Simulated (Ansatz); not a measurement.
# SrMg: response to strain

Aim: deform SrMg (equal xx and yy strain of +2 %) and compute stress, forces and field gradients with LAPW, PAW and all-electron datasets made for the crystal.

Program: Ansatz 0.2.0. Level of theory: DFT LDA, scalar-relativistic. These are calculated values, not measurements.

**1. The structure to begin with**

The structure is cubic, space group Pm-3m (No. 221). Conventional cell: a = 3.900 Å, b = 3.900 Å, c = 3.900 Å, α = 90.00°, β = 90.00°, γ = 90.00°. Sr (site symmetry m-3m) has 8 Mg at 3.38 Å as nearest neighbours. Mg (site symmetry m-3m) has 8 Sr at 3.38 Å as nearest neighbours.

Coordinates:

```xyz
2
Lattice="3.9000 0.0000 0.0000 0.0000 3.9000 0.0000 0.0000 0.0000 3.9000" Properties=species:S:1:pos:R:3 pbc="T T T"
Sr    1.9500    1.9500    1.9500
Mg    0.0000    0.0000    0.0000
```

Atoms are numbered in the order of the input: Sr1, Mg2.

**2. After the deformation**

Space group Pm-3m before, P4/mmm after.

**3. LAPW, all electrons**

Contents of input.yaml:

```yaml
crystal:
  lattice:
    - [3.978, 0.0, 0.0]
    - [0.0, 3.978, 0.0]
    - [0.0, 0.0, 3.9]
  atoms:
    - { symbol: Sr, position: [0.5, 0.5, 0.5] }
    - { symbol: Mg, position: [0.0, 0.0, 0.0] }
kpoints:
  mp_grid: { grid: [9, 9, 9] }
  band_path:
    path:
      - [0.0, 0.0, 0.0]
      - [0.0, 0.5, 0.0]
      - [0.5, 0.5, 0.0]
      - [0.0, 0.0, 0.0]
      - [0.0, 0.0, 0.5]
      - [0.0, 0.5, 0.5]
      - [0.5, 0.5, 0.5]
      - [0.0, 0.0, 0.5]
      - [0.0, 0.5, 0.0]
    npoints: 5
scf:
  occupations: { method: fermi_dirac, width: 0.05 }
hamiltonian:
  xc: lda
  pseudopotentials: { kind: all_electron, lapw: { basis_error: 0.0005 } }
output:
  forces: true
  stress: true
  eigenvalues: true
```

Run with:

```console
ansatz run input.yaml --threads 1 --pin off --max-ram 3072MiB --backend cpu --events-out ev --progress --plain --runs-dir out
```

**4. PAW with frozen cores**

Contents of input.yaml:

```yaml
crystal:
  lattice:
    - [3.978, 0.0, 0.0]
    - [0.0, 3.978, 0.0]
    - [0.0, 0.0, 3.9]
  atoms:
    - { symbol: Sr, position: [0.5, 0.5, 0.5] }
    - { symbol: Mg, position: [0.0, 0.0, 0.0] }
kpoints:
  mp_grid: { grid: [9, 9, 9] }
scf:
  occupations: { method: fermi_dirac, width: 0.05 }
hamiltonian:
  xc: lda
  pseudopotentials: { kind: paw }
output:
  forces: true
  stress: true
  eigenvalues: true
  efg: { contact_densities: true }
```

**5. Datasets made for this crystal**

Edit input.yaml of step 4 so:

```diff
@@ -14,3 +14,3 @@
   xc: lda
-  pseudopotentials: { kind: paw }
+  pseudopotentials: { kind: all_electron, datasets: crystal }
 output:
```

(Steps that only read results are left out.)

Before running it: what results should come out? Wanted: pressure; largest shear or deviatoric stress.

The runs gave:

| quantity | value |
| --- | --- |
| pressure | LAPW 2.14, PAW 2.13, crystal datasets 2.14 GPa |
| largest shear or deviatoric stress (LAPW) | 0.23 GPa |

**Reading.** The largest part of the stress beyond the pressure is 0.23 GPa in size, in the zz component; the atoms are carried along and not relaxed. No run of the undeformed cell stands beside it, so the pressure holds what the given cell had before the change. PAW: stress within 0.01 GPa of LAPW. Crystal datasets: stress within 0.01 GPa of LAPW.
